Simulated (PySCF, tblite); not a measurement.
# C₆H₁₃BS: geometry, infrared bands, NMR shifts and electronic excitations, part 2 of 2

tblite 0.8.0 and PySCF 2.14.0. Atoms count from 0. Earlier steps stand in the parts before.

## 6. Excited states and response: CAM-B3LYP/def2-SVPD

The job: settings as JSON, then the geometry in Å.

```
{"job": {"kind": "uv", "xc": "CAM-B3LYP", "basis": "def2-SVPD", "ip": true}, "charge": 0, "multiplicity": 1}
C      2.583432     1.233008     0.121086
S      1.860194    -0.244087     0.861474
C      0.122982    -0.146397     0.297974
C     -0.041050    -0.270289    -1.213931
B     -1.469336     0.063923    -1.760384
C     -2.450484     0.918843    -0.894599
C     -2.125282     0.976927     0.597870
C     -0.624073     1.057962     0.867034
H      2.482313     1.239343    -0.975182
H      3.655398     1.202410     0.362149
H      2.161796     2.160285     0.536099
H     -0.297680    -1.053586     0.767813
H      0.567360     0.510231    -1.725881
H      0.369726    -1.218868    -1.595485
H     -1.757871    -0.225555    -2.904019
H     -3.508460     0.675967    -1.089043
H     -2.326056     1.926853    -1.352826
H     -2.635949     1.824779     1.083867
H     -2.519850     0.070100     1.090070
H     -0.429880     1.121870     1.948775
H     -0.219995     1.985417     0.420762
```

Level: TDDFT CAM-B3LYP/def2-SVPD, vertical, gas phase, core orbitals frozen in the response.

What it wrote:

```text
coarse grid: 17288 points
cycle   1  E = -658.9212987128  dE =  9.043e-01  |g| = 3.519e-01  |ddm| = 7.103e+00
cycle   2  E = -658.9447365097  dE = -2.344e-02  |g| = 2.549e-01  |ddm| = 1.286e+00
cycle   3  E = -658.9610560074  dE = -1.632e-02  |g| = 4.184e-02  |ddm| = 5.107e-01
cycle   4  E = -658.9615124868  dE = -4.565e-04  |g| = 1.574e-02  |ddm| = 1.284e-01
cycle   5  E = -658.9615826201  dE = -7.013e-05  |g| = 3.535e-03  |ddm| = 4.226e-02
cycle   6  E = -658.9615858342  dE = -3.214e-06  |g| = 1.048e-03  |ddm| = 9.956e-03
final grid: 160040 points
cycle   7  E = -659.0536934028  dE = -5.007e-05  |g| = 3.472e-03  |ddm| = 1.336e-01
cycle   8  E = -659.0536942149  dE = -8.121e-07  |g| = 3.139e-03  |ddm| = 1.612e-02
cycle   9  E = -659.0536966582  dE = -2.443e-06  |g| = 2.667e-04  |ddm| = 5.345e-03
cycle  10  E = -659.0536966774  dE = -1.925e-08  |g| = 1.355e-04  |ddm| = 1.174e-03
cycle  11  E = -659.0536966826  dE = -5.215e-09  |g| = 2.356e-05  |ddm| = 3.740e-04
cycle  12  E = -659.0536966828  dE = -1.830e-10  |g| = 8.886e-06  |ddm| = 7.152e-05
converged SCF energy = -659.0536966828

Static polarisability (au): isotropic 103.631, principal 91.261 98.120 121.512

Singlet excitations
state   eV       nm        f      main configurations
  1   5.3765    230.6   0.00335   H->L 0.83
  2   5.5039    225.3   0.00049   H->L+2 0.70
  3   5.8285    212.7   0.00181   H-1->L 0.56, H-2->L 0.28
  4   6.0932    203.5   0.02319   H->L+3 0.39, H->L+1 0.24, H-2->L 0.21
  5   6.2067    199.8   0.01605   H->L+3 0.38, H-2->L 0.28, H-1->L 0.11
  6   6.3192    196.2   0.00053   H->L+1 0.46, H->L+5 0.17, H->L+3 0.09
  7   6.8118    182.0   0.03548   H->L+4 0.69, H->L+7 0.14
  8   7.0435    176.0   0.00624   H->L+9 0.19, H->L+2 0.18, H->L+1 0.10
  9   7.4264    167.0   0.00510   H->L+6 0.25, H->L+5 0.24, H->L+9 0.12
 10   7.6522    162.0   0.01387   H->L+11 0.26, H->L+5 0.24, H->L+8 0.16

Triplet excitations (Tamm-Dancoff, eV): 5.1063 5.1866 5.3624 5.7156
Vertical ionisation energy (delta-SCF) = 8.3231 eV
```

Wall time 6.8 min (1 thread of Intel Xeon at 2.50GHz, shared host); peak memory 1.4 GiB.

The orbitals next to the gap, with their largest atomic shares:

| orbital | eV | atoms |
| --- | --- | --- |
| HOMO−3 | -10.44 | S1 24 %, C0 14 %, C2 14 % |
| HOMO−2 | -9.78 | C5 20 %, B4 20 %, C6 11 % |
| HOMO−1 | -9.29 | S1 30 %, C3 13 %, B4 12 % |
| HOMO | -7.55 | S1 69 %, C0 10 %, C2 7 % |
| LUMO | 0.23 | B4 46 %, C5 12 %, C3 11 % |
| LUMO+1 | 1.07 | B4 40 %, S1 6 %, H14 5 % |
| LUMO+2 | 1.28 | S1 49 %, C0 8 %, H11 5 % |

With each of the 10 states as a Gaussian band of 0.4 eV half-width at 1/e, the curve within the window shown has maxima at 201 nm (ε 1,700), 182 nm (ε 1,800) L/(mol cm). Beyond the last state computed it falls off for lack of states. The curve at chosen wavelengths:

```
 nm  ε (L/mol/cm)
156           359
160           649
164           807
168           871
172          1063
177          1509
181          1736
185          1709
189          1585
193          1569
197          1665
201          1719
205          1604
210          1242
214           903
218           618
222           422
226           302
230           230
234           181
238           141
243            98
247            68
251            45
255            28
259            17
```

Leading natural transition orbitals of singlet state 7: the hole lies on S1 76 %; the particle on H19 20 %; H10, H13 about 14 % each; S1 11 %.

Leading natural transition orbitals of singlet state 1: the hole lies on S1 63 %; C3 7 %; the particle on B4 47 %; H14 12 %; H12, H16 about 7 % each.

Ground-state properties from the same run:

| property | computed |
| --- | --- |
| dipole moment (D) | 1.77 |
| polarisability (Å³) | 15.36 |
| HOMO–LUMO gap (eV) | 7.78 |
| −ε(HOMO) (eV) | 7.55 |

## 7. NMR shieldings: mPW1PW91/pcSseg-1

The job, as its differences from that of step 6:

```diff
@@ -1,2 +1,2 @@
-{"job": {"kind": "uv", "xc": "CAM-B3LYP", "basis": "def2-SVPD", "ip": true}, "charge": 0, "multiplicity": 1}
+{"job": {"kind": "nmr", "xc": "mPW1PW91", "basis": "pcSseg-1", "pop": false}, "charge": 0, "multiplicity": 1}
 C      2.583432     1.233008     0.121086
```

With the program's defaults for keys left out, this is: GIAO mPW1PW91/pcSseg-1 NMR shielding, non-relativistic, gas phase.

What it wrote:

```text
coarse grid: 17288 points
cycle   1  E = -659.3129043933  dE =  7.036e-01  |g| = 4.308e-01  |ddm| = 4.003e+00
cycle   2  E = -659.3095168285  dE =  3.388e-03  |g| = 4.648e-01  |ddm| = 8.703e-01
cycle   3  E = -659.3652791546  dE = -5.576e-02  |g| = 5.943e-02  |ddm| = 4.665e-01
cycle   4  E = -659.3660391601  dE = -7.600e-04  |g| = 2.613e-02  |ddm| = 1.086e-01
cycle   5  E = -659.3661956242  dE = -1.565e-04  |g| = 6.840e-03  |ddm| = 3.437e-02
cycle   6  E = -659.3662059998  dE = -1.038e-05  |g| = 2.222e-03  |ddm| = 9.115e-03
cycle   7  E = -659.3662072387  dE = -1.239e-06  |g| = 3.406e-04  |ddm| = 2.966e-03
final grid: 160040 points
cycle   8  E = -659.4172073368  dE = -5.146e-05  |g| = 6.811e-03  |ddm| = 3.715e-02
cycle   9  E = -659.4171988358  dE =  8.501e-06  |g| = 8.979e-03  |ddm| = 1.425e-02
cycle  10  E = -659.4172191773  dE = -2.034e-05  |g| = 5.836e-04  |ddm| = 8.801e-03
cycle  11  E = -659.4172192513  dE = -7.402e-08  |g| = 2.442e-04  |ddm| = 9.758e-04
cycle  12  E = -659.4172192652  dE = -1.384e-08  |g| = 6.623e-05  |ddm| = 2.798e-04
cycle  13  E = -659.4172192663  dE = -1.133e-09  |g| = 1.551e-05  |ddm| = 1.034e-04
cycle  14  E = -659.4172192664  dE = -5.912e-11  |g| = 2.731e-06  |ddm| = 2.100e-05
converged SCF energy = -659.4172192664

GIAO shielding tensors (ppm)
atom      isotropic    diamagn.    paramagn.     s11        s22        s33       span
  0 C      172.982     250.197     -77.215    164.936    167.530    186.481     21.545
  1 S      490.218    1057.500    -567.282    368.357    414.316    687.980    319.623
  2 C      139.117     248.630    -109.513    118.596    139.226    159.530     40.934
  3 C      148.580     250.430    -101.851    131.940    149.593    164.205     32.265
  4 B       13.461     188.375    -174.915    -66.600    -10.810    117.793    184.393
  5 C      154.616     251.438     -96.822    128.250    154.576    181.022     52.772
  6 C      157.013     245.465     -88.453    149.007    152.501    169.530     20.523
  7 C      147.964     249.029    -101.064    129.016    156.084    158.792     29.776
  8 H       29.354      30.794      -1.440     24.034     28.243     35.784     11.749
  9 H       29.683      28.078       1.605     24.653     26.388     38.009     13.355
 10 H       29.455      30.416      -0.962     23.613     28.131     36.619     13.006
 11 H       29.003      32.976      -3.973     24.867     28.254     33.887      9.020
 12 H       30.046      31.661      -1.615     25.801     30.268     34.070      8.269
 13 H       29.237      30.552      -1.315     24.698     27.288     35.725     11.026
 14 H       23.754      28.380      -4.627     19.963     25.443     25.854      5.891
 15 H       29.334      27.524       1.809     24.509     27.711     35.782     11.273
 16 H       30.675      28.472       2.204     26.121     29.135     36.770     10.649
 17 H       29.482      28.702       0.780     23.976     27.977     36.494     12.518
 18 H       29.801      30.382      -0.581     25.435     28.855     35.114      9.680
 19 H       29.504      31.740      -2.236     23.756     30.053     34.702     10.946
 20 H       29.846      33.142      -3.296     24.647     32.057     32.834      8.187
```

Wall time 96 s (1 thread of Intel Xeon at 2.50GHz, shared host); peak memory 0.99 GiB.

Key values: δ C2 44.4, C7 35.6, C3 35.0, C5 28.9, H14 7.56, H11 2.31 ppm.

## 8. Side by side: NMR shifts

Shifts (ppm) of some atoms, chosen among heavy atoms and hydrogens apart, with basis size and wall time:

| run | C3 | C5 | C0 | H14 | H15 | S1 | B4 | functions | time |
| --- | --- | --- | --- | --- | --- | --- | --- | --- | --- |
| PBE0/pcSseg-1 | 35.4 | 29.3 | 10.2 | 7.63 | 2.01 | 2 | 88.0 | 208 | 2.3 min |
| mPW1PW91/pcSseg-1 | 35.0 | 28.9 | 10.6 | 7.56 | 1.98 | 2 | 87.3 | 208 | 96 s |

## 9. What came out

What follows sums up all 2 parts.

```
                                                              quantity                                                                 value
                             strongest single infrared mode (GFN2-xTB)                                                 2629 cm⁻¹, 163 km/mol
                                          zero-point energy (GFN2-xTB)                                                        111.7 kcal/mol
                                                           point group                                                                    C1
                                  rotational constants (main isotopes)                                                  3.26, 1.04, 0.93 GHz
                                13C shifts against TMS (PBE0/pcSseg-1)                                44.5, 35.7, 35.4, 29.3, 26.5, 10.2 ppm
1H shifts against TMS (PBE0/pcSseg-1, means over atoms taken as alike)  7.63, 2.33, 2.10, 2.01, 1.85, 1.82, 1.82, 1.53, 1.48, 1.29, 0.65 ppm
                                33S shifts against CS2 (PBE0/pcSseg-1)                                                                 2 ppm
                           11B shifts against BF3·OEt2 (PBE0/pcSseg-1)                                                              88.0 ppm
                                 surface potential, 1st and 99th percentile                                                    -1.19 V and 1.10 V
                                  lowest singlet (CAM-B3LYP/def2-SVPD)                                           5.38 eV (231 nm), f = 0.003
                              brightest single state of those computed                                           state 7, 6.81 eV, f = 0.035
                                                        lowest triplet                                                               5.11 eV
                                     vertical ionisation energy (ΔSCF)                                                               8.32 eV
                                              range of the shift of B4                                                      87.3 to 88.0 ppm
```

The optimisation took 139 steps and gained 0.873 eV; among the close pairs (by a distance rule), S1–C2 changed most, from 1.791 to 1.842 Å (GFN2-xTB). All 57 modes are real, so the xTB geometry is a minimum. The strongest single mode, at 2629 cm⁻¹, moves mainly H14. Unscaled tight-binding wavenumbers are off by several per cent, some by more. Its intensities can rank the bands wrongly. Relaxing lowered the energy by 0.287 eV in 6 steps; the close pair that moved most is B4–H14, from 1.163 to 1.214 Å (PBE0/def2-SVP). No frequency check was run at this level, so the end point may be a saddle. At PBE0/pcSseg-1: The widest tensor belongs to S1: span 319 ppm, with a paramagnetic part of -563 ppm. By nearest atom (PBE0/pcSseg-1), the HOMO sits on S1 77 % and the LUMO on B4 53 %; H14 13 %. The first singlet state (HOMO→LUMO 0.83) lies at 5.38 eV and is weak; of the 10 states computed, the strongest absorption comes from state 7 at 6.81 eV. The lowest triplet lies 0.27 eV below the lowest singlet (triplets in Tamm-Dancoff, singlets in full TDDFT). ΔSCF puts the ionisation energy at 8.32 eV, 0.78 eV above −ε(HOMO). Across the 2 runs the shift of B4 moves most, between 87.3 (mPW1PW91/pcSseg-1) and 88.0 ppm (PBE0/pcSseg-1).
